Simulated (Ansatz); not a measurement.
Task: a formation energy from the elements of Ge3Pd and its elements, with the Python package of Ansatz (0.2.0). Give the script and its output. Use (first run): PBEsol, PAW, cutoff 520 eV, 11×11×11 k-points, Fermi-Dirac smearing of 0.02 eV.

`formation_ge3pd.py`
```python
"""Heat of formation of Ge3Pd at zero temperature, after relaxing atoms and volume at fixed cell shape."""

from collections import Counter

import ansatz
from ase import Atoms
import numpy as np

XC = "pbesol"
TOLERANCE = 1e-09
ECUT = 520
KSPACING = 0.14
OCCUPATIONS = "fermi_dirac"
SMEARING_WIDTH = 0.02


def run_phase(name, crystal):
    calc = (
        crystal.calculation()
        .functional(XC)
        .scf(tolerance=TOLERANCE)
        .basis(ECUT)  # plane waves up to this kinetic energy
        .kpoints(spacing=KSPACING)  # the mesh must be finer for metals
        .occupations(OCCUPATIONS, width=SMEARING_WIDTH)  # smearing steadies the SCF of a metal
        .stress()  # positive in compression
    )
    calc = calc.relax(force_tolerance=0.02, max_steps=60, fix_cell=["shape"])
    return calc.run(threads=1)


def counts(outcome):
    return Counter(site.symbol for site in outcome.lattice.sites)

def formation_energy(outcome, mu):
    n = counts(outcome)
    return (outcome.report["energy_sigma0_ev"] - sum(k * mu[element] for element, k in n.items())) / sum(n.values())


def volume_per_atom(outcome):
    return abs(np.linalg.det(outcome.lattice.cell_ang)) / len(outcome.lattice.sites)

phases = {}
ge3pd = (
    ansatz.Lattice.of((4.14202, 0.0, 0.0), (0.0, 4.14202, 0.0), (0.0, 0.0, 4.14202))
    .atom("Ge", (0.0, 0.5, 0.5))
    .atom("Ge", (0.5, 0.0, 0.5))
    .atom("Ge", (0.5, 0.5, 0.0))
    .atom("Pd", (0.0, 0.0, 0.0))
)
phases["Ge3Pd"] = ge3pd
ge = (
    ansatz.Lattice.from_parameters(4.000683, 4.000683, 4.000683, alpha=60.0, beta=60.0, gamma=60.0)
    .atom("Ge", (0.0, 0.0, 0.0))
    .atom("Ge", (0.25, 0.25, 0.25))
)
phases["Ge"] = ge
atoms = Atoms(
    ["Pd"],
    scaled_positions=[
        (0.0, 0.0, 0.0),
    ],
    cell=[
        (0.0, 1.9465, 1.9465),
        (1.9465, 0.0, 1.9465),
        (1.9465, 1.9465, 0.0),
    ],
    pbc=True,
)
pd_cell = ansatz.Crystal.from_ase(atoms)
phases["Pd"] = pd_cell

done = {name: run_phase(name, crystal) for name, crystal in phases.items()}

# energy of one atom in its reference phase
references = {"Ge": "Ge", "Pd": "Pd"}
mu = {element: done[name].report["energy_sigma0_ev"] / len(done[name].lattice.sites) for element, name in references.items()}

target = done["Ge3Pd"]
heat = formation_energy(target, mu)
n = counts(target)
print("cell content:", dict(n), " volume", round(volume_per_atom(target), 3), "A^3/atom")
print("formation energy", round(heat, 4), "eV/atom,", round(heat * sum(n.values()), 4), "eV per cell")
print("bound against the elements" if heat < 0 else "unbound against the elements")
```

```console
$ python formation_ge3pd.py
DeckWarning: relax.cell: scf.convergence.dr2_threshold = 1e-9 eV is looser than the 4e-10 eV advised for a relaxation that steers and ends on the stress (1e-10 eV for each atom of the cell: 4). What an SCF threshold leaves in a stress goes as its square root, and in the free energy as the threshold itself, and one threshold admits the most on a small cell: of the crystals measured, under no hybrid functional and no lock of the moments, on runs that ended without the residual-converged pass, on [...]
DeckWarning: relax.cell: scf.convergence.dr2_threshold = 1e-9 eV is looser than the 2e-10 eV advised for a relaxation that steers and ends on the stress (1e-10 eV for each atom of the cell: 2). What an SCF threshold leaves in a stress goes as its square root, and in the free energy as the threshold itself, and one threshold admits the most on a small cell: of the crystals measured, under no hybrid functional and no lock of the moments, on runs that ended without the residual-converged pass, on [...]
DeckWarning: relax.cell: scf.convergence.dr2_threshold = 1e-9 eV is looser than the 1e-10 eV advised for a relaxation that steers and ends on the stress (1e-10 eV for each atom of the cell: 1). What an SCF threshold leaves in a stress goes as its square root, and in the free energy as the threshold itself, and one threshold admits the most on a small cell: of the crystals measured, under no hybrid functional and no lock of the moments, on runs that ended without the residual-converged pass, on [...]
cell content: {<Element.GE: 'Ge'>: 3, <Element.PD: 'Pd'>: 1}  volume 16.894 A^3/atom
formation energy 0.0327 eV/atom, 0.1308 eV per cell
unbound against the elements
```
(Warnings from the package without file and line, shortened.)

What to keep in mind:
- Spin is left out of this run.
- Atoms and volume are relaxed with the cell's shape held, which in cells of lower than cubic symmetry can hide stresses and shift volumes.
- The cells come from databases of deposited and of computed structures, and not all need be stable phases.
- The compound is the structure given, not necessarily its lowest; energies are at zero temperature, with no correction for gases. A semilocal functional's error on such energies is often 0.05 to 0.1 eV an atom, and 0.1 to 0.3 eV against gases such as O2 or F2.
- Wall time of the script: 87 s on 1 thread of Arm Neoverse V2 (shared host), peak memory 0.52 GiB.
